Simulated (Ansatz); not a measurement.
# CH8FNOSi2: relaxing the structure

Aim: relax CH8FNOSi2 from a cheap starting geometry.

The runs use Ansatz 0.2.0, Gaussian basis; RKS PBE0-D4/def2-TZVP.

Plan: relaxation at PBE0-D4/def2-TZVP.

1 further run of the same task is left out (set aside as unsound or not needed).

## Step 1: Starting geometry

SMILES `CN([SiH2]O)[SiH2]F`, 14 atoms, charge 0, spin multiplicity 1.

Atoms are counted from 1 here; the program's logs count them from 0.

Bond lengths: C1–N2 1.450 Å, C1–H7 1.093 Å, C1–H8 1.088 Å, C1–H9 1.088 Å, N2–Si3 1.753 Å, N2–Si5 1.717 Å, Si3–O4 1.612 Å, Si3–H10 1.467 Å, Si3–H11 1.460 Å, O4–H12 0.954 Å, Si5–F6 1.616 Å, Si5–H13 1.459 Å, Si5–H14 1.456 Å. Angles: N2–C1–H7 111.3°, N2–C1–H8 110.6°, N2–C1–H9 110.0°, H7–C1–H8 108.2°, H7–C1–H9 108.0°, H8–C1–H9 108.6°, C1–N2–Si3 115.1°, C1–N2–Si5 115.6°, Si3–N2–Si5 128.0°, N2–Si3–O4 111.7°, N2–Si3–H10 108.5°, N2–Si3–H11 107.0°, O4–Si3–H10 110.1°, O4–Si3–H11 106.0°, H10–Si3–H11 113.5°, Si3–O4–H12 120.8°, N2–Si5–F6 107.4°, N2–Si5–H13 114.5° and more.

Coordinates:

```mol
CH8FNOSi2
  3D, bonds by distance, orders not assigned

 14 13  0  0  0  0  0  0  0  0999 V2000
   -1.2594   -0.6006    0.9978 C   0  0
   -0.1577   -0.1841    0.1517 N   0  0
    0.7204    1.2255    0.7132 Si  0  0
    2.0851    1.4473   -0.1156 O   0  0
   -0.0892   -0.9246   -1.3960 Si  0  0
    1.2223   -0.3526   -2.1469 F   0  0
   -2.1449    0.0174    0.8286 H   0  0
   -1.5256   -1.6368    0.7978 H   0  0
   -0.9798   -0.5092    2.0455 H   0  0
   -0.1482    2.4003    0.5788 H   0  0
    1.1249    0.9546    2.0895 H   0  0
    2.1932    1.0761   -0.9880 H   0  0
   -1.1802   -0.5568   -2.2920 H   0  0
    0.1393   -2.3565   -1.2644 H   0  0
  1  2  8  0
  2  3  8  0
  3  4  8  0
  2  5  8  0
  5  6  8  0
  1  7  8  0
  1  8  8  0
  1  9  8  0
  3 10  8  0
  3 11  8  0
  4 12  8  0
  5 13  8  0
  5 14  8  0
M  END
```

The start is a GFN2-xTB geometry.

## Step 2: Geometry optimisation, PBE0-D4/def2-TZVP

File in.yaml:

```yaml
crystal:
  periodic: [false, false, false]
  atoms:
    - {symbol: C, position_ang: [-1.259410, -0.600610, 0.997830]}
    - {symbol: N, position_ang: [-0.157660, -0.184140, 0.151670]}
    - {symbol: Si, position_ang: [0.720370, 1.225530, 0.713210]}
    - {symbol: O, position_ang: [2.085080, 1.447350, -0.115600]}
    - {symbol: Si, position_ang: [-0.089250, -0.924580, -1.395950]}
    - {symbol: F, position_ang: [1.222260, -0.352610, -2.146860]}
    - {symbol: H, position_ang: [-2.144880, 0.017350, 0.828610]}
    - {symbol: H, position_ang: [-1.525610, -1.636830, 0.797770]}
    - {symbol: H, position_ang: [-0.979850, -0.509250, 2.045500]}
    - {symbol: H, position_ang: [-0.148180, 2.400310, 0.578830]}
    - {symbol: H, position_ang: [1.124870, 0.954650, 2.089460]}
    - {symbol: H, position_ang: [2.193170, 1.076140, -0.988040]}
    - {symbol: H, position_ang: [-1.180160, -0.556770, -2.292010]}
    - {symbol: H, position_ang: [0.139260, -2.356520, -1.264430]}
basis:
  gaussian: {orbitals: def2-TZVP}
hamiltonian: {xc: pbe0, dispersion: d4}
relax: {f_tol: 0.005, max_steps: 150}
```

Command:

```sh
$ ansatz run in.yaml --threads 2 --pin off --events-out ev --progress --plain --max-ram 22528MiB --backend cuda --devices 0, --max-vram 18GiB
```

Before running them: what should the planned runs give, taken together? Wanted: point group; shift from the start; total energy; dispersion term; dipole moment.

As calculated:

| quantity | value |
| --- | --- |
| point group | C1 |
| steps | 50 |
| shift from the start (rms) | 1.357 Å |
| total energy | -23170.2985 eV |
| dispersion term | -292 meV |
| dipole moment | 0.56 D |

In words: The atoms moved 1.36 Å (rms) from the start; the bond that changed most is Si3–O4, from 1.612 to 1.644 Å. No vibrations were run, so it is not proven to be a minimum. The largest Mulliken charge, -0.52 e, sits on O4.
